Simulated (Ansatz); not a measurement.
**RhS2: a S atom hops into a vacancy**

Aim: the barrier for S3 to jump 2.33 Å into the empty S site beside it, in one cell of RhS2 with one S atom removed. The band relaxes its own ends first.

Method: DFT PBEsol, plane waves, PAW, scalar-relativistic, no spin polarisation, in Ansatz 0.2.0.

The cell holds 11 atoms (Rh4S7): a = 5.586 Å, b = 5.586 Å, c = 5.586 Å, α = 90.00°, β = 90.00°, γ = 90.00°.

The empty site lies at (6.25, -0.68, 2.12) Å, and S3 starts at (4.92, 0.65, 3.50) Å. All atoms were shaken by about 0.02 Å to break the symmetry.

As a file:

```cif
data_structure
_symmetry_space_group_name_H-M 'P 1'
_symmetry_Int_Tables_number 1
_cell_length_a 5.5861
_cell_length_b 5.5861
_cell_length_c 5.5861
_cell_angle_alpha 90.000
_cell_angle_beta 90.000
_cell_angle_gamma 90.000
_cell_volume 174.31
loop_
_atom_site_label
_atom_site_type_symbol
_atom_site_fract_x
_atom_site_fract_y
_atom_site_fract_z
_atom_site_occupancy
S1 S 0.37786 0.37610 0.37707 1
S2 S 0.12232 0.62405 0.88143 1
S3 S 0.88153 0.11679 0.62619 1
S4 S 0.62377 0.88618 0.12520 1
S5 S 0.61902 0.62105 0.62102 1
S6 S 0.88170 0.38118 0.12259 1
S7 S 0.38012 0.11369 0.87993 1
Rh1 Rh 0.99713 0.00473 0.00221 1
Rh2 Rh 0.49265 0.99939 0.49901 1
Rh3 Rh 0.49902 0.49931 0.99986 1
Rh4 Rh 0.99917 0.49688 0.49369 1
```

The structure above is the start of the run; the results belong to its end.

| quantity | value |
| --- | --- |
| relaxation of the ends | 0.354 eV lower, moves up to 0.39 Å; 0.400 eV lower, moves up to 0.40 Å |
| barrier forwards | 0.21 eV |
| barrier backwards | 0.21 eV |
| second end relative to first | 0.000 eV |
| highest image | 2 of 0 to 4, climbing |
| band iterations | 3 |

The top lies 0.21 eV above the first end, or 8 kT at room temperature; with a typical attempt rate of 10^13 per second that is roughly 10^9 events a second. Both ends agree in energy to 1 meV. The input switches the test of curvatures off, so the top was not shown to be a first-order saddle. The top still moved by 7 meV in the last iteration, which bounds the digits to trust. In 11 atoms the vacancy feels its images, and neither cell size nor mesh was tested.

Which input would start the first run of this session?

A: The one that was run. It is one of several that fit.

crystal.atoms is the first end and neb.final_atoms the second, which differs in S3 alone.

Input file input.yaml:

```yaml
crystal:
  lattice:
    - [5.58608449, 0.0, 0.0]
    - [0.0, 5.58608449, 0.0]
    - [0.0, 0.0, 5.58608449]
  atoms:
    - { symbol: S, position: [0.37786254, 0.37609686, 0.37707462] }
    - { symbol: S, position: [0.12232242, 0.6240522, 0.88142632] }
    - { symbol: S, position: [0.88152846, 0.11679192, 0.62618825] }
    - { symbol: S, position: [0.62377425, 0.88617537, 0.12519817] }
    - { symbol: S, position: [0.61902168, 0.62105166, 0.62101528] }
    - { symbol: S, position: [0.88169686, 0.38117812, 0.12258519] }
    - { symbol: S, position: [0.3801161, 0.11369353, 0.87993493] }
    - { symbol: Rh, position: [-0.00286999, 0.00472607, 0.00220983] }
    - { symbol: Rh, position: [0.49265314, -0.00061031, 0.49901105] }
    - { symbol: Rh, position: [0.49901799, 0.49931325, -0.00014346] }
    - { symbol: Rh, position: [-0.00083254, 0.49687703, 0.49368973] }
kpoints:
  mp_grid: { grid: [3, 3, 3] }
magnetization:
  spin_polarized: false
scf:
  occupations: { method: fermi_dirac, width: 0.1 }
hamiltonian:
  pseudopotentials: { kind: paw }
  xc: pbesol
basis:
  ecutwfc: 420
neb:
  images: 3
  relax_end_points: true
  climbing: true
  f_tol: 0.05
  max_iterations: 40
  order_check: false
  final_atoms:
    - { symbol: S, position: [0.37786254, 0.37609686, 0.37707462] }
    - { symbol: S, position: [0.12232242, 0.6240522, 0.88142632] }
    - { symbol: S, position: [1.11968959, -0.12116269, 0.37870728] }
    - { symbol: S, position: [0.62377425, 0.88617537, 0.12519817] }
    - { symbol: S, position: [0.61902168, 0.62105166, 0.62101528] }
    - { symbol: S, position: [0.88169686, 0.38117812, 0.12258519] }
    - { symbol: S, position: [0.3801161, 0.11369353, 0.87993493] }
    - { symbol: Rh, position: [-0.00286999, 0.00472607, 0.00220983] }
    - { symbol: Rh, position: [0.49265314, -0.00061031, 0.49901105] }
    - { symbol: Rh, position: [0.49901799, 0.49931325, -0.00014346] }
    - { symbol: Rh, position: [-0.00083254, 0.49687703, 0.49368973] }
```

On the command line:

```sh
$ ansatz run input.yaml --threads 4 --pin off --max-ram 8192MiB --backend cpu --events-out ev --progress --plain --runs-dir out
```
